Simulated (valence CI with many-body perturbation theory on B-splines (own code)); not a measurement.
# Levels and ionisation energy of Re⁵³⁺

What does CI with core correlation give for the spectrum of Re⁵³⁺? Levels and ionisation energy come from one run, set against NIST.

Method: configuration interaction of the valence electrons, many-body perturbation theory for a frozen closed Dirac-Fock core, no-pair Dirac Hamiltonian, B-spline basis. Code: an in-house CI+MBPT code version 3.

## Step 1: The atom as given

```
element                                      : rhenium (Z = 75, A = 187)
charge                                       : +53
frozen core                                  : [Ar]
start configuration of the valence electrons : 3d4
nuclear rms radius                           : 5.3698 fm
```

## Step 2: The run

The run's settings:

```ini
atom Re  Z=75  mass_number=187  rms_radius_fm=5.3698
core [Ar]
valence 3d4
avg = 1
basis = L
breit = 1
cap = 40000
capref = 1200
cscale = 1
de = 0.0
dress = 0
eps = 2e-08
h = 0.27
hh = 1
l2 = 3
lcore = 6
maxit = 60
n2 = 5
natural = 1
nlev = 60
nno = [6, 6, 7, 6, 4, 3, 1]
nroot = 26
nsp = [3, 3, 3, 2, 1, 0, 0]
pt2 = 1
qed = 1
rpa = 1
s1 = 1
s2 = 1
s3 = 1
screen = 1
tol = 2e-05
```

On the command line:

```console
$ python run_cv.py task.json out
```

task.json holds these settings.

Q: Predict the results.

**Answer**, as computed:

| quantity | computed | tabulated |
| --- | --- | --- |
| lowest level | 3d4 ³P0 | 3d4 ⁵D0 |
| first excitation | 3d4 ⁵D1, 68.75 eV | - |
| ionisation energy, to 3d3 ⁴F J = 3/2 | 5099.4 eV | 5099 ± 5 eV (tabulated theoretical) |
| no level missing from the run's list below | 245.06 eV | - |

What this shows: The ionisation energy is 0.4 eV (0.01 %) above the NIST entry, whose uncertainty is 5 eV. Of the added terms Σ2 moves the ionisation energy most, by +8.87 eV. The lowest level is 100 % 3d4, but only 60 % ³P beside 25 % ⁵D, so its LS name says little. Cautions: the list stops below the first excitations out of the core; by estimate large intervals hold to a few tenths of a per cent, small ones and the rates on them less well; only levels of one parity were solved.
